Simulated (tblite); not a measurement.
# C5H9F3OSi: the cost of one run

The runs use tblite 0.8.0 and PySCF 2.14.0, with density-fitted response routines of our own; the level of theory stands in each step. All values are computed, except where a source is named. Atoms count from 0, in the outputs and in this text.

### Step 1. The molecule as given

19 atoms, charge 0, multiplicity 1; geometry from: force field or distance geometry start.

Bonds of the start (Å): C0–C1 1.50, C1–C2 1.31, C2–C3 1.50, C3–F4 1.39, C3–F5 1.37, C1–O6 1.40, O6–Si7 1.74, Si7–C8 1.88, C8–F9 1.37, C0–H10 1.11, C0–H11 1.10, C0–H12 1.10, C2–H13 1.08, C3–H14 1.11, Si7–H15 1.46, Si7–H16 1.47, C8–H17 1.09, C8–H18 1.11.

### Step 2. Optimising the geometry with GFN2-xTB

What the job is given:

```
{"job": {"kind": "relax", "xc": "GFN2-xTB", "basis": "xTB"}, "charge": 0, "multiplicity": 1}
C     -1.580900    -1.603500     0.099100
C     -0.708300    -0.393500     0.284900
C     -1.193900     0.822200     0.314800
C     -2.653800     1.096100     0.132700
F     -2.889400     2.357400     0.658100
F     -3.009900     1.105600    -1.186700
O      0.650300    -0.673000     0.447600
Si     1.929000     0.219000    -0.317900
C      3.456900    -0.094200     0.738400
F      4.556800    -0.135400    -0.084200
H     -2.589100    -1.319400    -0.257000
H     -1.566100    -2.197000     1.020200
H     -1.115000    -2.190900    -0.705000
H     -0.563300     1.694500     0.448900
H     -3.309600     0.367800     0.664100
H      1.626800     1.648300    -0.320200
H      2.157000    -0.326300    -1.659500
H      3.516200     0.690200     1.493200
H      3.276800    -1.058700     1.251300
```

The run is started by

```console
> OMP_NUM_THREADS=1 python probes_run.py task.json out
```

This one command runs all jobs of the session in turn.

Q: Estimate the wall time of this first job on 1 thread of Arm Neoverse V2, shared host.

About 1.4 s.
